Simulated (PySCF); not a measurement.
# H9N3Ni ([Ni(NH3)3]2+): the cost of one run

Computed with PySCF 2.14.0 and routines of our own; the level stands in each step. Atoms count from 0.

## (1) The starting structure

13 atoms, charge 2, states of the metal's open shell are computed; geometry from: model geometry, bond lengths from ionic radii.

## (2) Ligand-field states: state-averaged CASSCF

What the job is given:

```
{"job": {"kind": "lf", "basis": {"metal": "x2c-TZVPall", "ligand": "x2c-SVPall"}, "nevpt": true}, "charge": 2, "metal": "Ni", "open_shell": "d8"}
Ni     0.000000     0.000000     0.000000
N      1.940000     0.000000     0.000000
H      2.330337     0.942357     0.000000
H      2.330337    -0.471179     0.816105
H      2.330337    -0.471179    -0.816105
N     -0.970000     1.680089     0.000000
H     -1.165169     2.018131     0.942357
H     -0.458401     2.426184    -0.471179
H     -1.871936     1.610079    -0.471179
N     -0.970000    -1.680089     0.000000
H     -1.165169    -2.018131     0.942357
H     -1.871936    -1.610079    -0.471179
H     -0.458401    -2.426184    -0.471179
```

Level: state-averaged CASSCF of the metal d shell, SC-NEVPT2 on the averaged canonical orbitals, state-interaction spin-orbit coupling.

Started as:

```sh
> OMP_NUM_THREADS=1 python lf_run.py task.json out
```

The driver reads the jobs from task.json and runs them one after another.

Q: Estimate the wall time and peak memory of this first job on 1 thread of Arm Neoverse V2, shared host.

About 5.6 s, with a peak of 0.3 GiB.
